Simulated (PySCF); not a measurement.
# CeH12O6 (Ce(H2O)64+): the cost of one run

Method: PBE, Ce lcecp-2-SVP with ECP46, O def2-SVP, H def2-SVP; scalar-relativistic core potentials, no spin–orbit coupling; program: PySCF 2.14.0.

3 further runs of the same task are left out: 2 for a known fault of the program, 1 that didn't finish.

**1. The system as given**

19 atoms, charge 4, spin multiplicity 1.

Bond lengths: Ce1–O2 2.349 Å, Ce1–O5 2.349 Å, Ce1–O8 2.348 Å, Ce1–O11 2.348 Å, Ce1–O14 2.348 Å, Ce1–O17 2.348 Å, O2–H3 1.001 Å, O2–H4 1.001 Å, O5–H6 1.001 Å, O5–H7 1.001 Å, O8–H9 1.002 Å, O8–H10 1.002 Å, O11–H12 1.001 Å, O11–H13 1.001 Å, O14–H15 1.002 Å, O14–H16 1.002 Å, O17–H18 1.001 Å, O17–H19 1.001 Å. Angles: O2–Ce1–O5 180.0°, O2–Ce1–O8 90.0°, O2–Ce1–O11 90.0°, O2–Ce1–O14 90.0°, O2–Ce1–O17 90.0°, O5–Ce1–O8 90.0°, O5–Ce1–O11 90.0°, O5–Ce1–O14 90.0°, O5–Ce1–O17 90.0°, O8–Ce1–O11 90.0°, O8–Ce1–O14 180.0°, O8–Ce1–O17 90.0°, O11–Ce1–O14 90.0°, O11–Ce1–O17 180.0°, O14–Ce1–O17 90.0°, Ce1–O2–H3 128.7°, Ce1–O2–H4 128.7°, H3–O2–H4 102.6° and more.

As a file:

```xyz
19
CeH12O6
Ce    0.0000    0.0000    0.0000
O     0.0000    0.0000    2.3485
H     0.0075    0.7811    2.9748
H    -0.0075   -0.7811    2.9748
O     0.0000    0.0000   -2.3485
H     0.0075   -0.7811   -2.9748
H    -0.0075    0.7811   -2.9748
O     2.3483    0.0000    0.0000
H     2.9747   -0.0114    0.7815
H     2.9747    0.0114   -0.7815
O     0.0000    2.3485    0.0000
H     0.7807    2.9747   -0.0205
H    -0.7807    2.9747    0.0205
O    -2.3483    0.0000    0.0000
H    -2.9747    0.0114    0.7815
H    -2.9747   -0.0114   -0.7815
O     0.0000   -2.3485    0.0000
H    -0.7807   -2.9747   -0.0205
H     0.7807   -2.9747    0.0205
```

Formal oxidation states: Ce +4. The 4f shell is empty and lies in the core potential. An earlier session relaxed this geometry at PBE, Ce lcecp-2-SVP with ECP46, O def2-SVP, H def2-SVP (singlet, point group T).

Its energy there is -494.730656 Eh.

**2. Atoms moved at random, σ = 0.1 Å**

File run.py (the lines that set the calculation):

```python
mol = gto.M(atom='''
Ce     0.04127    -0.03023     0.03943
O     -0.11745     0.02695     2.37238
H      0.03970     0.78205     2.73585
H     -0.11785    -0.80969     2.92237
O      0.14853     0.15755    -2.20530
H      0.00854    -0.66117    -2.84590
H      0.20679     0.70541    -2.91874
O      2.36915    -0.04628     0.32043
H      2.98420     0.03889     0.72038
H      2.95673     0.13971    -0.73977
O     -0.00355     2.48998    -0.03313
H      0.72197     3.02301    -0.11248
H     -0.64655     2.74471     0.04531
O     -2.35028    -0.00341     0.13580
H     -3.17551    -0.07791     0.57107
H     -3.11486    -0.04932    -0.81105
O      0.03412    -2.36239     0.02364
H     -0.71906    -3.03784    -0.10947
H      0.73410    -3.03000    -0.11082''',
    basis={'Ce': 'lcecp-2-SVP', 'O': 'def2-SVP', 'H': 'def2-SVP'},
    ecp={'Ce': 'lcecp-2-SVP'},
    charge=4, spin=0)
mf = dft.RKS(mol, xc='PBE')
mf.grids.atom_grid = (50, 194)  # f atoms: unpruned, at least (60, 302)
mf = mf.density_fit()  # fitting sets: Ce AutoAux, O def2-universal-JKFIT, H def2-universal-JKFIT
mf.conv_tol = 1e-08; mf.max_cycle = 55
mf.kernel(dm0)  # dm0: the density of the relaxed state
```

Run with:

```sh
OMP_NUM_THREADS=4 python run.py
```

**Question.** How long does this run take on 4 threads of Intel Xeon, shared host?

About 17 s.
